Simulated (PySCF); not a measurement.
# CH2BF3 (SMILES [H]B([H])C(F)(F)F): a chain of runs

We compute a transition-state search (HF-D4/3-21G), then the harmonic vibrations, then the energy, then the energy (wB97X-V/pc-2), then the energy of CH2BF3. Input form: a Python script.

The results are computed with PySCF 2.14.0.

### Step 1. Starting point

CH2BF3: 7 atoms, total charge 0, spin state singlet. As SMILES, `[H]B([H])C(F)(F)F`. The run starts from this shape.

Bond lengths: B1–C4 1.609 Å, C4–F5 1.349 Å, C4–F6 1.357 Å, C4–F7 1.348 Å, B1–H2 1.161 Å, B1–H3 1.161 Å. Angles: B1–C4–F5 115.4°, B1–C4–F6 108.3°, B1–C4–F7 115.4°, F5–C4–F6 105.8°, F5–C4–F7 105.3°, F6–C4–F7 105.8°, H2–B1–C4 117.8°, H3–B1–C4 117.8°, H2–B1–H3 124.3°.

### Step 2. A transition-state search at HF-D4/3-21G (run 1)

File run.py:

```python
from pyscf import gto, scf
from pyscf.geomopt.geometric_solver import kernel as optimise

mol = gto.M(
    atom='''
B    0.496880   0.857580   0.009260
H    1.215716   1.046086  -0.882957
H    0.277473   1.630198   0.847024
C   -0.312160  -0.532680   0.039390
F    0.298110  -1.543240   0.691330
F   -0.470440  -0.960230  -1.238910
F   -1.553270  -0.469360   0.562590
''',
    cart=True,
    verbose=3,
    max_memory=1860,
    basis='3-21g',
)

mf = scf.RHF(mol)
mf.disp = 'd4'
converged, mol_eq = optimise(mf, maxsteps=60, transition=True, hessian=True)
print('converged:', converged)
print(mol_eq.tostring())

mf.reset(mol_eq)
mol = mol_eq
mf.kernel()
energy = mf.e_tot
print(f'total energy: {energy:.8f} hartree')
```

On the command line:

```sh
$ OMP_NUM_THREADS=1 python run.py
```

Output:

```text
converged SCF energy = -360.062966658761

WARN: DFTD4 does not support analytical Hessian, using finite difference.

WARN: Mole.unit (angstrom) is changed to Bohr

[... 40 lines left out ...]
> Convergence Criteria:
[... 21 lines left out ...]
converged SCF energy = -360.062966658761
[... 21 lines left out ...]
Free energy contributions calculated at @ 300.00 K:
[... 9 lines left out ...]
Step    0 : Gradient = 1.396e-02/2.229e-02 (rms/max) Energy = -360.0629666588
[... 65 lines left out ...]
converged SCF energy = -360.065886382376
[... 77 lines left out ...]
converged SCF energy = -360.066919545745
[... 77 lines left out ...]
converged SCF energy = -360.066930410293
[... 67 lines left out ...]
Converged! =D
[... 1 line left out ...]
converged: True
B           0.41162861        0.80542705       -0.08727873
H           1.24326076        0.91312524       -0.91243657
H           0.20796327        1.61881144        0.73796146
C          -0.38387394       -0.55584320       -0.00416818
F           0.34754035       -1.37561846        0.80533407
F          -0.53147480       -1.18282752       -1.19555486
F          -1.61945557       -0.44113280        0.53849769
converged SCF energy = -360.066930749732
total energy: -360.06693075 hartree
```

Run time: 9.9 s. Hardware: 1 thread of Arm Neoverse V2, shared host; peak memory 0.17 GiB.

Step by step:

```
step  energy from the first frame kept (eV)  largest force (eV/Å)
   0                                 0.0000                1.1460
   1                                -0.0275                0.9578
   2                                -0.0567                0.6792
   3                                -0.0794                0.4127
   4                                -0.0994                0.2289
   5                                -0.1068                0.0382
   6                                -0.1076                0.0539
   7                                -0.1078                0.0434
   8                                -0.1079                0.0135
   9                                -0.1079                0.0054
  10                                -0.1079                0.0017
  11                                -0.1079                0.0006
```

After the run. Bond lengths: B1–C4 1.579 Å, C4–F5 1.365 Å, C4–F6 1.354 Å, C4–F7 1.354 Å, B1–H2 1.176 Å, B1–H3 1.176 Å. Angles: B1–C4–F5 106.2°, B1–C4–F6 114.1°, B1–C4–F7 114.1°, F5–C4–F6 107.6°, F5–C4–F7 107.6°, F6–C4–F7 107.0°, H2–B1–C4 118.2°, H3–B1–C4 118.2°, H2–B1–H3 123.4°.

### Step 3. The harmonic vibrations at HF-D4/3-21G (run 2)

File input.py:

```python
import numpy
from pyscf import gto, symm
from pyscf.hessian import thermo

mol = gto.M(
    atom='''
B    0.814412   1.445790  -0.107443
H    1.645993   1.553522  -0.932520
H    0.610695   2.259208   0.717878
C    0.018909   0.084520  -0.024332
F    0.750323  -0.735255   0.785170
F   -0.128788  -0.542350  -1.215730
F   -1.216655   0.199168   0.518470
''',
    cart=True,
    basis='3-21g',
    spin=0,
    max_memory=1860,
    verbose=4,
    charge=0,
)

mf = mol.RHF()
mf.disp = 'd4'
mf.kernel()

e_final = mf.e_tot
print('Final energy', e_final)
hess = mf.Hessian().kernel()
modes = thermo.harmonic_analysis(mol, hess)
print('frequencies (1/cm)', numpy.round(modes['freq_wavenumber'], 1))
symm.geom.TOLERANCE = 1e-3  # for the symmetry number
th = thermo.thermo(mf, modes['freq_au'], 350, 101325)
thermo.dump_thermo(mol, th)
```

On the command line:

```sh
$ OMP_NUM_THREADS=1 python input.py
```

Output:

```text
PySCF version 2.14.0

[... 64 lines left out ...]
converged SCF energy = -360.066930737353
Final energy -360.0669307373529
[... 3 lines left out ...]
WARN: DFTD4 does not support analytical Hessian, using finite difference.
[... 1 line left out ...]
WARN: Mole.unit (angstrom) is changed to Bohr
[... 349 lines left out ...]
Gibbs free energy [Eh] -360.06411
```

It took 4.2 s on 1 thread of Arm Neoverse V2, shared host; peak memory 0.16 GiB.

### Step 4. A single-point energy at HF-D4/3-21G (run 4)

File run.py:

```python
from pyscf import gto

molecule = gto.M(
    atom='''
B    0.496880   0.857580   0.009260
H    1.657010   0.808720   0.013950
H   -0.116130   1.839210  -0.077610
C   -0.312160  -0.532680   0.039390
F    0.298110  -1.543240   0.691330
F   -0.470440  -0.960230  -1.238910
F   -1.553270  -0.469360   0.562590
''',
    verbose=4,
    basis='3-21g',
    charge=0,
    cart=True,
    max_memory=1860,
)

mf = molecule.RHF()
mf.disp = 'd4'
mf.kernel()

energy = mf.e_tot
print('Final energy', energy)
```

On the command line:

```sh
$ OMP_NUM_THREADS=1 python run.py
```

Output:

```text
PySCF version 2.14.0

[... 64 lines left out ...]
converged SCF energy = -360.06506941111
Final energy -360.0650694111101
```

Wall time 0.6 s (1 thread of Arm Neoverse V2, shared host); peak memory 0.15 GiB.

### Step 5. The energy at wB97X-V/pc-2 (density fitting with cc-pvqz-jkfit, nlc grid 1) (run 5)

File start.xyz:

```xyz
7
CH2BF3
B      0.411629     0.805427    -0.087279
H      1.243261     0.913125    -0.912437
H      0.207963     1.618811     0.737961
C     -0.383874    -0.555843    -0.004168
F      0.347540    -1.375618     0.805334
F     -0.531475    -1.182828    -1.195555
F     -1.619456    -0.441133     0.538498
```

File calc.py:

```python
from pyscf import gto, dft

mol = gto.Mole()
mol.atom = 'start.xyz'
mol.verbose = 4
mol.basis = 'pc-2'
mol.max_memory = 1860
mol.build()

myscf = dft.RKS(mol)
myscf.xc = 'wb97x-v'
myscf = myscf.density_fit(auxbasis='cc-pvqz-jkfit')
myscf.nlcgrids.level = 1
myscf.kernel()

etot = myscf.e_tot
print('E(%s) = %.9f' % ('WB97X-V', etot))
myscf.analyze()
```

On the command line:

```sh
$ OMP_NUM_THREADS=1 python calc.py
```

Output:

```text
PySCF version 2.14.0

[... 102 lines left out ...]
MO #2   energy= -24.7929753815581  occ= 2
[... 21 lines left out ...]
MO #24  energy= 0.128002226300681  occ= 0
[... 21 lines left out ...]
MO #46  energy= 0.752355029899723  occ= 0
[... 21 lines left out ...]
MO #68  energy= 1.73264230897899   occ= 0
[... 21 lines left out ...]
MO #90  energy= 2.92279096792022   occ= 0
[... 21 lines left out ...]
MO #112 energy= 3.91319141582813   occ= 0
[... 21 lines left out ...]
MO #134 energy= 4.5817156615014    occ= 0
[... 21 lines left out ...]
MO #156 energy= 5.86818203328821   occ= 0
[... 21 lines left out ...]
MO #178 energy= 17.0873845389403   occ= 0
[... 188 lines left out ...]
Dipole moment(X, Y, Z, Debye):  0.87002,  1.78748, -0.21867
```

Wall time 56 s (1 thread of Arm Neoverse V2, shared host); peak memory 0.72 GiB.

### Step 6. The energy at wB97X-V/pc-2 (density fitting with cc-pvqz-jkfit, nlc grid 1) (run 6)

File input.xyz:

```xyz
7

B      0.496880     0.857580     0.009260
H      1.657010     0.808720     0.013950
H     -0.116130     1.839210    -0.077610
C     -0.312160    -0.532680     0.039390
F      0.298110    -1.543240     0.691330
F     -0.470440    -0.960230    -1.238910
F     -1.553270    -0.469360     0.562590
```

File run.py:

```python
from pyscf import gto, dft

mol = gto.Mole()
mol.atom = 'input.xyz'
mol.max_memory = 1860
mol.verbose = 4
mol.basis = 'pc-2'
mol.spin = 0
mol.build()

ks = dft.RKS(mol)
ks.xc = 'wb97x-v'
ks = ks.density_fit(auxbasis='cc-pvqz-jkfit')
ks.nlcgrids.level = 1
ks.kernel()

e_final = ks.e_tot
print('E = %.10f Eh' % e_final)
ks.analyze()
```

On the command line:

```sh
$ OMP_NUM_THREADS=1 python run.py
```

Output:

```text
PySCF version 2.14.0

[... 102 lines left out ...]
MO #2   energy= -24.7887553081534  occ= 2
[... 21 lines left out ...]
MO #24  energy= 0.126679192052076  occ= 0
[... 21 lines left out ...]
MO #46  energy= 0.75290638514734   occ= 0
[... 21 lines left out ...]
MO #68  energy= 1.73491793473909   occ= 0
[... 21 lines left out ...]
MO #90  energy= 2.916957187239     occ= 0
[... 21 lines left out ...]
MO #112 energy= 3.91377554235536   occ= 0
[... 21 lines left out ...]
MO #134 energy= 4.58140081972058   occ= 0
[... 21 lines left out ...]
MO #156 energy= 5.88790885853      occ= 0
[... 21 lines left out ...]
MO #178 energy= 17.0045941791905   occ= 0
[... 188 lines left out ...]
Dipole moment(X, Y, Z, Debye):  1.11455,  1.93883,  0.12444
```

Wall time 56 s (1 thread of Arm Neoverse V2, shared host); peak memory 0.72 GiB.

### Step 7. Outcome

| quantity | value |
| --- | --- |
| run 1, HF-D4/3-21G: total energy at the end | -360.06693 Eh |
| run 1, HF-D4/3-21G: dipole moment | 2.42 D |
| run 1, HF-D4/3-21G: HOMO energy | -14.24 eV |
| run 1, HF-D4/3-21G: LUMO energy | 1.12 eV |
| run 1, HF-D4/3-21G: HOMO–LUMO gap | 15.36 eV |
| run 1, HF-D4/3-21G: dispersion energy | -37.63 kJ/mol |
| run 2, HF-D4/3-21G: lowest harmonic wavenumber | 117 cm⁻¹ |
| run 2, HF-D4/3-21G: highest harmonic wavenumber | 2911 cm⁻¹ |
| run 2, HF-D4/3-21G: zero-point energy | 97.9 kJ/mol |
| run 2, HF-D4/3-21G: ideal-gas entropy at 350 K (symmetry number 1 as used) | 75.6 cal/(mol K) |
| run 4, HF-D4/3-21G: total energy | -360.06507 Eh |
| run 4, HF-D4/3-21G: dipole moment | 2.72 D |
| run 4, HF-D4/3-21G: HOMO energy | -14.22 eV |
| run 4, HF-D4/3-21G: LUMO energy | 1.00 eV |
| run 4, HF-D4/3-21G: HOMO–LUMO gap | 15.22 eV |
| run 4, HF-D4/3-21G: dispersion energy | -37.45 kJ/mol |
| run 5, wB97X-V/pc-2: total energy | -363.70378 Eh |
| run 5, wB97X-V/pc-2: dipole moment | 2.00 D |
| run 5, wB97X-V/pc-2: HOMO energy | -12.75 eV |
| run 5, wB97X-V/pc-2: LUMO energy | -0.52 eV |
| run 5, wB97X-V/pc-2: HOMO–LUMO gap | 12.23 eV |
| run 6, wB97X-V/pc-2: total energy | -363.70317 Eh |
| run 6, wB97X-V/pc-2: dipole moment | 2.24 D |
| run 6, wB97X-V/pc-2: HOMO energy | -12.77 eV |
| run 6, wB97X-V/pc-2: LUMO energy | -0.60 eV |
| run 6, wB97X-V/pc-2: HOMO–LUMO gap | 12.17 eV |

In words: All 15 modes (run 2, HF-D4/3-21G) are real, so the shape is a minimum at this level.
